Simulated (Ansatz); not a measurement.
TlS, space group Pm-3m: an equation of state with a fit, run with Ansatz 0.2.0, Python API.

`eos.py`
```python
from dataclasses import dataclass
import warnings

import ansatz as az
import numpy as np
from scipy.optimize import curve_fit


@dataclass
class RunConfig:
    cutoff: int = 380
    smearing_width: float = 0.05
    max_iterations: int = 60
    kmesh: tuple[int, ...] = (7, 7, 7)


opts = RunConfig()

vectors0 = np.array([
    [3.595635, 0.0, 0.0],
    [0.0, 3.595635, 0.0],
    [0.0, 0.0, 3.595635],
])
sites = [
    ("Tl", (0.5, 0.5, 0.5)),
    ("S", (0.0, 0.0, 0.0)),
]


def on_lattice(cell):
    crystal = az.Crystal(lattice=az.Lattice.of(cell))
    for symbol, position in sites:
        crystal = crystal.atom(symbol, position)
    return crystal

def vinet(v, e0, v0, b0, b1):
    eta = (v / v0) ** (1 / 3)
    return e0 + 2 * b0 * v0 / (b1 - 1) ** 2 * (2 - (5 + 3 * b1 * (eta - 1) - 3 * eta) * np.exp(-1.5 * (b1 - 1) * (eta - 1)))

warnings.simplefilter("ignore", az.DeckWarning)

volumes, energies = [], []
for scale in np.linspace(0.88, 1.12, 7):
    cell = vectors0 * scale ** (1 / 3)
    model = (
        on_lattice(cell).calculation()
        .functional(az.Functional.PBESOL)
        .pseudopotentials("paw")
        .basis(opts.cutoff)
        .occupations(az.OccupationsMethod.FERMI_DIRAC, width=opts.smearing_width)
        .scf(max_iterations=opts.max_iterations)
        .kpoints(*opts.kmesh)
    )
    r = model.run().report
    volumes.append(abs(np.linalg.det(cell)) / len(sites))
    energies.append(r["free_energy_ev"] / len(sites))
    print(f"V = {volumes[-1]:8.4f} A^3/atom  F = {energies[-1]:.5f} eV/atom")

guess = (min(energies), volumes[int(np.argmin(energies))], 0.5, 4.5)
(e0, v0, b0, b1), _ = curve_fit(vinet, np.array(volumes), np.array(energies), p0=guess, maxfev=20000)
print(f"Vinet fit: V0 = {v0:.4f} A^3/atom, B0 = {160.21766 * b0:.1f} GPa, B1 = {b1:.2f}")
print("largest residual", round(1000 * float(np.abs(vinet(np.array(volumes), e0, v0, b0, b1) - energies).max()), 3), "meV/atom")
```

Its results, one of them left out:

| V (Å³/atom) | F less the lowest row shown (meV/atom) |
| --- | --- |
| 20.454 | 12.72 |
| 21.384 | 0.00 |
| 22.314 | 2.92 |
| 23.243 | 17.96 |
| 24.173 | 42.26 |
| 25.103 | 73.62 |
| 26.032 | ? |

What is the missing energy at 26.032 Å³ an atom?

A third-order Birch-Murnaghan fit, E = E0 + (9 V0 B0 / 16) [(t - 1)³ B' + (t - 1)² (6 - 4t)] with t = (V0/V)^(2/3), through the 6 rows shown gives V0 = 21.644 Å³, B0 = 58.2 GPa, B' = 5.10 and E0 = -0.60 meV. At V = 26.032 Å³, t = 0.88420, and the fit extrapolates to 110.39 meV. The run gave 110.15 meV, a miss of 0.24 meV.

What to keep in mind:
- These settings explore the input space; cutoff and mesh may be short of convergence.
- The cutoff lies under the one recommended for these potentials.
- For a metal this k-point mesh is coarse: on a finer one energies can move by several to tens of meV an atom and pressures by half a GPa or more, differences at one mesh by less.
- Spin-orbit coupling, which matters for elements this heavy, is left out.
- This cell is a computed structure, which may not be the phase found in nature.
- The script silences the warnings on its input, which a real study should read.
- It ran for 9.8 s on 1 thread of AMD EPYC 7R43 64-Core Processor (Zen 3), on a shared host, peak memory 0.41 GiB.
